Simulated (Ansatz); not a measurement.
C3H4Se, SMILES C=C=C[SeH], a ladder of methods at one geometry

Computed with Ansatz's Python interface.

Contents of `c3h4se.xyz`:
```text
8

C    -0.53450    1.48430   -0.34100
C     0.08780    0.47020    0.00120
C     0.73300   -0.58200    0.34280
Se    0.60420   -2.22120   -0.59330
H    -1.33020    1.44910   -1.14680
H    -0.39400    2.49450    0.12760
H     1.48460   -0.52810    1.18970
H    -0.55870   -2.62380    0.36410
```

Typed at the interpreter:
```pycon
>>> import ansatz as az
>>> system = az.Crystal.molecule_from_extxyz('c3h4se.xyz')
>>> base = system.calculation().basis(gaussian='def2-SVP')
>>> methods = ['mp2', 'ccsd', 'ccsd_t']
>>> batch = az.Session.batch([base.correlation(m).input() for m in methods])
>>> reports = sorted(batch.plan().execute().molecular_reports, key=lambda each: each['member'])
>>> print(f'Hartree-Fock reference {reports[0]["reference_energy_ev"] / 27.211386246:.6f} Ha')
Hartree-Fock reference -2515.199883 Ha
>>> best = reports[-1]['free_energy_ev'] - reports[-1]['reference_energy_ev']
>>> for method, each in zip(methods, reports):
...     gained = each['free_energy_ev'] - each['reference_energy_ev']
...     print(f'{method:8s} total {each["free_energy_ev"] / 27.211386246:.6f} Ha  correlation {gained:9.4f} eV  ({100 * gained / best:.1f} % of the last)')
...
mp2      total -2515.824530 Ha  correlation  -16.9975 eV  (90.6 % of the last)
ccsd     total -2515.861249 Ha  correlation  -17.9967 eV  (95.9 % of the last)
ccsd_t   total -2515.889560 Ha  correlation  -18.7671 eV  (100.0 % of the last)
```

Total energies depend on the basis set; only differences at equal settings carry meaning. The geometry is a force-field or estimated start, not a minimum of this method, and the basis set is short of its limit. A lower total doesn't mark the better method: functionals have no common bound, and MP2 and coupled cluster aren't variational. Inner cores stay frozen; a filled d shell under the valence of the heavier atoms is correlated with it.
